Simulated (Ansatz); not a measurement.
# BaMg2N2: the cost of one run

Computed with Ansatz 0.2.0 (DFT PBEsol, scalar-relativistic, plane waves, PAW, unless a step's input says otherwise).

## (1) The starting structure

Symmetry: I4/mcm, No. 140, tetragonal system. Conventional cell: a = 6.890 Å, b = 6.890 Å, c = 7.951 Å, α = 90.00°, β = 90.00°, γ = 90.00°. Ba (site symmetry 422) is surrounded by 8 N at 3.25 Å and 8 Mg at 3.36 Å. Around Mg (site symmetry m2m) lie 3 N at 1.98 to 2.06 Å. Around N (site symmetry m2m) lie 3 Mg at 1.98 to 2.06 Å.

As a file:

```xyz
10
Lattice="-3.4449 3.4449 3.9753 3.4449 -3.4449 3.9753 3.4449 3.4449 -3.9753" Properties=species:S:1:pos:R:3 pbc="T T T"
Ba    0.0000    0.0000    1.9877
Ba    0.0000    0.0000    5.9630
Mg   -0.8897    2.5553    3.9753
Mg    4.3346    0.8897    0.0000
Mg    0.8897    2.5553    0.0000
Mg    2.5553    0.8897    3.9753
N     2.2929   -1.1520    3.9753
N     1.1520    4.5970    0.0000
N     1.1520    2.2929    3.9753
N     2.2929    1.1520    0.0000
```

The structure comes from the Materials Project (structure only).

(A quick probe on a coarse mesh, which set the mesh and smearing, is not shown.)

## (3) Relaxing cell and atoms

The input, input.yaml:

```yaml
crystal:
  lattice:
    - [-3.4449332854, 3.4449332854, 3.9753139902]
    - [3.4449332854, -3.4449332854, 3.9753139902]
    - [3.4449332854, 3.4449332854, -3.9753139902]
  atoms:
    - { symbol: Ba, position: [0.25, 0.25, 0.0] }
    - { symbol: Ba, position: [0.75, 0.75, 0.0] }
    - { symbol: Mg, position: [0.870871, 0.370871, 0.241742] }
    - { symbol: Mg, position: [0.129129, 0.629129, 0.758258] }
    - { symbol: Mg, position: [0.370871, 0.129129, 0.5] }
    - { symbol: Mg, position: [0.629129, 0.870871, 0.5] }
    - { symbol: "N", position: [0.3327935, 0.8327935, 0.165587] }
    - { symbol: "N", position: [0.6672065, 0.1672065, 0.834413] }
    - { symbol: "N", position: [0.8327935, 0.6672065, 0.5] }
    - { symbol: "N", position: [0.1672065, 0.3327935, 0.5] }
basis:
  ecutwfc: 420
kpoints:
  mp_grid: { grid: [6, 6, 6] }
hamiltonian:
  xc: pbesol
scf:
  occupations: { method: gaussian, width: 0.02 }
output:
  forces: true
  stress: true
  eigenvalues: true
relax:
  adjacent_minimum: "off"
  f_tol: 0.005
  max_steps: 80
  cell: { stress_tol: 0.05 }
```

Started as:

```
$ ansatz run input.yaml --threads 2 --pin off --max-ram 5120MiB --backend cpu --events-out ev --progress --plain --runs-dir out
```

Q: Estimate wall time and peak memory on 2 threads of AMD EPYC 9R45 (Zen 5), shared host.

About 28 s, with a peak of 0.68 GiB.
